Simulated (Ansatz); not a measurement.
Run this with the Python package of Ansatz (0.2.0) and show what comes out.

Input file `brgeh4p.xyz`:
```text
7

P     1.37070   -0.32360   -0.66250
Ge   -0.73620    0.28040   -0.01720
Br   -2.24130   -1.38510   -0.63240
H     1.48970   -1.35140    0.35710
H     2.01280    0.70240    0.14080
H    -1.12580    1.61260   -0.70720
H    -0.76990    0.46480    1.52140
```

`brgeh4p.py`
```python
"""Proton affinity of BrGeH4P at one site."""

import ansatz as az
import numpy as np

molecule = az.Crystal.molecule_from_extxyz("brgeh4p.xyz")

base = (
    molecule.calculation()
    .basis(gaussian="def2-SVP")
    .correlation("mp2")
)
symbols = [site.symbol for site in molecule.cartesian_sites]
start = np.array([site.position_ang for site in molecule.cartesian_sites], dtype=float)
summary = base.relax(force_tolerance=0.01).run().report
end = np.array(summary["positions_ang"])

# start the new hydrogen opposite the existing bonds
away = sum((end[0] - end[j]) / np.linalg.norm(end[0] - end[j]) for j in [1, 3, 4]) + np.array([0.15, 0.1, -0.2])
proton = end[0] + 1.4 * away / np.linalg.norm(away)
acid = az.Crystal.molecule()
for symbol, place in zip(symbols, end):
    acid = acid.atom(symbol, place.tolist())
acid = acid.atom("H", proton.tolist())
protonated = (
    acid.calculation()
    .basis(gaussian="def2-SVP")
    .correlation("mp2")
    .charge(1)
    .relax(force_tolerance=0.01, max_steps=80)
)
after = protonated.run().report
xyz = np.array(after["positions_ang"])
reach = np.linalg.norm(xyz[:-1] - xyz[-1], axis=1)
print(f"base {summary['free_energy_ev']:.5f} eV, protonated {after['free_energy_ev']:.5f} eV")
print(f"the proton ends {reach.min():.3f} A from {symbols[reach.argmin()]}{reach.argmin()}")
print(f"electronic proton affinity {96.485332 * (summary['free_energy_ev'] - after['free_energy_ev']):.1f} kJ/mol")
```

```console
$ python brgeh4p.py
base -135806.40243 eV, protonated -135815.20563 eV
the proton ends 1.402 A from P0
electronic proton affinity 849.4 kJ/mol
```

What to keep in mind:
- Total energies depend on the basis set; only differences at equal settings carry meaning.
- The proton is put on one chosen atom, which needn't be the most basic site, so the molecule's proton affinity can be higher; the ends are stationary points, not checked by frequencies, and zero-point and thermal terms count only where printed.
- Finished in 89 s on 1 thread of Arm Neoverse V2 (shared host), peak memory 0.35 GiB.

(Lines on the test bed's own set-up are left out of the output.)
